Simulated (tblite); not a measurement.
# C4H11NSi2: the cost of one run

Computed with tblite 0.8.0 and PySCF 2.14.0, with density-fitted response routines of our own, on a single molecule in the gas phase. Atoms are numbered from 0 throughout.

### 1 Starting geometry

18 atoms, charge 0, multiplicity 1; geometry from: force field or distance geometry start.

Bonds of the start (Å): C0–N1 1.47, N1–C2 1.27, C2–Si3 1.86, Si3–C4 1.83, C4–Si5 1.86, Si5–C6 1.85, C6–Si3 1.86, C0–H7 1.12, C0–H8 1.09, C0–H9 1.12, C2–H10 1.10, Si3–H11 1.50, C4–H12 1.09, C4–H13 1.10, Si5–H14 1.47, Si5–H15 1.48, C6–H16 1.11, C6–H17 1.10.

### 2 Relaxing the molecule with GFN2-xTB

What the job is given:

```
{"job": {"kind": "relax", "xc": "GFN2-xTB", "basis": "xTB"}, "charge": 0, "multiplicity": 1}
C      3.178200    -1.514100    -0.200900
N      1.726500    -1.320200    -0.077000
C      1.241400    -0.188800     0.237500
Si    -0.583700     0.111200     0.406000
C     -1.679200    -0.667200    -0.839500
Si    -2.554800     0.964400    -1.023000
C     -1.107600     1.787600    -0.208900
H      3.632700    -1.742700     0.796800
H      3.449700    -2.227500    -0.975800
H      3.560400    -0.490600    -0.450100
H      1.864300     0.700100     0.404100
H     -1.035000    -0.167200     1.811600
H     -1.225200    -0.975100    -1.783800
H     -2.388300    -1.432500    -0.488700
H     -2.690700     1.342600    -2.437400
H     -3.761400     1.150900    -0.191200
H     -0.314500     2.186300    -0.873700
H     -1.321500     2.489100     0.617400
```

The run is started by

```sh
$ OMP_NUM_THREADS=1 python probes_run.py task.json out
```

One launch serves the whole session: the jobs run in the order shown.

**Question.** How long does this first job take on 1 thread of AMD EPYC 9R45, shared host?

About 1.3 s.
